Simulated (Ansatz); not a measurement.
Write a Python script for Ansatz 0.2.0, Python API that makes a single point in a Gaussian basis of C4H10AsGa, SMILES CC#[C][Ga@@H-]([CH3])[AsH3+]. Use: PBE0, def2-SVP basis, multiplicity 1, D4 dispersion.

| atom | x (Å) | y (Å) | z (Å) |
| --- | --- | --- | --- |
| C | 3.4918 | -0.6475 | -0.3224 |
| C | 2.0318 | -0.5582 | -0.3140 |
| C | 0.8290 | -0.4843 | -0.3068 |
| Ga | -1.1132 | -0.3614 | -0.2933 |
| C | -1.7962 | -0.8739 | 1.5119 |
| As | -1.7811 | 1.9431 | -0.7842 |
| H | 3.9221 | 0.3497 | -0.5490 |
| H | 3.8136 | -1.3736 | -1.0971 |
| H | 3.8475 | -0.9863 | 0.6723 |
| H | -1.7265 | -1.3519 | -1.4044 |
| H | -1.3739 | -0.1869 | 2.2737 |
| H | -1.4900 | -1.9152 | 1.7409 |
| H | -2.9031 | -0.8017 | 1.5211 |
| H | -0.4929 | 2.8019 | -1.0034 |
| H | -2.6627 | 1.9503 | -2.0755 |
| H | -2.5964 | 2.4959 | 0.4302 |

Script `energy_c4h10asga.py`:
```python
import warnings

import ansatz as az
from ase import Atoms


def main() -> None:
    warnings.simplefilter("ignore", az.DeckWarning)

    atoms = Atoms(["C", "C", "C", "Ga", "C", "As", "H", "H", "H", "H", "H", "H", "H", "H", "H", "H"], positions=[
        (3.4918, -0.6475, -0.3224),
        (2.0318, -0.5582, -0.314),
        (0.829, -0.4843, -0.3068),
        (-1.1132, -0.3614, -0.2933),
        (-1.7962, -0.8739, 1.5119),
        (-1.7811, 1.9431, -0.7842),
        (3.9221, 0.3497, -0.549),
        (3.8136, -1.3736, -1.0971),
        (3.8475, -0.9863, 0.6723),
        (-1.7265, -1.3519, -1.4044),
        (-1.3739, -0.1869, 2.2737),
        (-1.49, -1.9152, 1.7409),
        (-2.9031, -0.8017, 1.5211),
        (-0.4929, 2.8019, -1.0034),
        (-2.6627, 1.9503, -2.0755),
        (-2.5964, 2.4959, 0.4302),
    ])
    c4h10asga = az.Crystal.molecule_from_ase(atoms)

    setup = (
        c4h10asga.calculation()
        .basis(gaussian="def2-SVP")
        .functional("PBE0", dispersion="d4")
    )
    outcome = setup.run(threads=1)
    summary = outcome.report

    print("reference energy %16.6f eV" % summary["reference_energy_ev"])
    print("total energy     %16.6f eV" % summary["free_energy_ev"])
    print("occupied orbitals outside the frozen core (up, down):", summary["n_occupied"], " frozen:", summary["n_frozen"], " virtual:", summary["n_virtual"])


if __name__ == "__main__":
    main()
```

```console
$ python energy_c4h10asga.py
reference energy   -117490.917115 eV
total energy       -117491.245075 eV
occupied orbitals outside the frozen core (up, down): [49, 49]  frozen: 0  virtual: [121, 121]
```

Total energies depend on the basis set; only differences at equal settings carry meaning. The geometry is a force-field or estimated start, not a minimum of this method, and the basis set is short of its limit. Total less reference energy is the dispersion correction. Timing: 9.7 s on 1 thread of Intel(R) Xeon(R) Platinum 8375C CPU @ 2.90GHz (Ice Lake), with other jobs on the host, peak memory 0.56 GiB.

(Lines on the test bed's own set-up are left out of the output.)
